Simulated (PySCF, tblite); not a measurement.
# C6H9O2 radical: geometry, infrared bands and EPR parameters

Aim: predict the infrared bands and EPR parameters of C6H9O2 radical (`[CH2]OC(=O)C(=C)CC`).

Programs: tblite 0.8.0 and PySCF 2.14.0, with density-fitted response routines of our own. Each step states its level of theory. These are calculated values for one molecule in the gas phase, unless marked as measured. Atoms are numbered from 0 throughout.

## (1) Starting geometry

17 atoms, charge 0, multiplicity 2; geometry from: force field or distance geometry start.

Bonds of the start (Å): C0–O1 1.42, O1–C2 1.39, C2–O3 1.26, C2–C4 1.46, C4–C5 1.33, C4–C6 1.48, C6–C7 1.48, C0–H8 1.10, C0–H9 1.11, C5–H10 1.08, C5–H11 1.09, C6–H12 1.10, C6–H13 1.12, C7–H14 1.10, C7–H15 1.13, C7–H16 1.12.

## (2) Geometry optimisation with GFN2-xTB

Job settings and geometry (Å):

```
{"job": {"kind": "relax", "xc": "GFN2-xTB", "basis": "xTB"}, "charge": 0, "multiplicity": 2}
C      2.886700     0.905700    -0.502900
O      1.507700     0.610300    -0.354000
C      1.040200    -0.548000     0.263600
O      1.815500    -1.428500     0.721600
C     -0.390200    -0.820000     0.410200
C     -0.815600    -1.937100     0.987800
C     -1.407700     0.121900    -0.095100
C     -1.383800     1.481900     0.491700
H      3.391100     0.963700     0.477200
H      3.396900     0.096700    -1.068300
H     -0.117100    -2.665900     1.372300
H     -1.870100    -2.172900     1.113600
H     -1.284800     0.199300    -1.180900
H     -2.418900    -0.342300     0.060500
H     -0.543500     1.707000     1.157800
H     -2.313200     1.608500     1.116000
H     -1.500300     2.231500    -0.331500
```

Run with:

```
$ OMP_NUM_THREADS=1 python probes_run.py task.json out
```

One launch serves the whole session: the jobs run in the order shown.

**Question.** This job is followed by: GFN2-xTB harmonic vibrations, gas phase; UKS B3LYP, pcH-1 on C H O, non-relativistic, mean-field spin-orbit, GIAO. Predict these results of the whole session: strongest single infrared mode (GFN2-xTB); zero-point energy (GFN2-xTB); g(iso) (B3LYP); ⟨S²⟩; largest a(iso) (averaged by class); potential on the surface of density 0.002 e/bohr³, 1st and 99th percentile.

**Answer**, as computed:

| quantity | value |
| --- | --- |
| strongest single infrared mode (GFN2-xTB) | 1695 cm⁻¹, 300 km/mol |
| zero-point energy (GFN2-xTB) | 84.0 kcal/mol |
| g(iso) (B3LYP) | 2.00285 |
| ⟨S²⟩ | 0.754 (exact 0.75) |
| largest a(iso) (averaged by class) | 13C on C0, 83.3 MHz |
| potential on the surface of density 0.002 e/bohr³, 1st and 99th percentile | -1.59 V and 1.07 V |

What this shows: Relaxing lowered the energy by 1.390 eV in 117 steps; the close pair that moved most is C0–O1, from 1.418 to 1.325 Å. All 45 modes are real, so the xTB geometry is a minimum. The strongest single mode, at 1695 cm⁻¹, moves mainly C2 and O3. GFN2-xTB is a fitted tight-binding method: band positions and strengths are rough. Its intensities can rank the bands wrongly. Most of the unpaired spin sits on C0 (0.94 e). The isotropic g lies 0.5 ppt above the free-electron value. These values are for one conformer; the search (at its own cheap level) found 2 more, at 0.05, 0.05 kcal/mol, and measured spectra average over such forms.
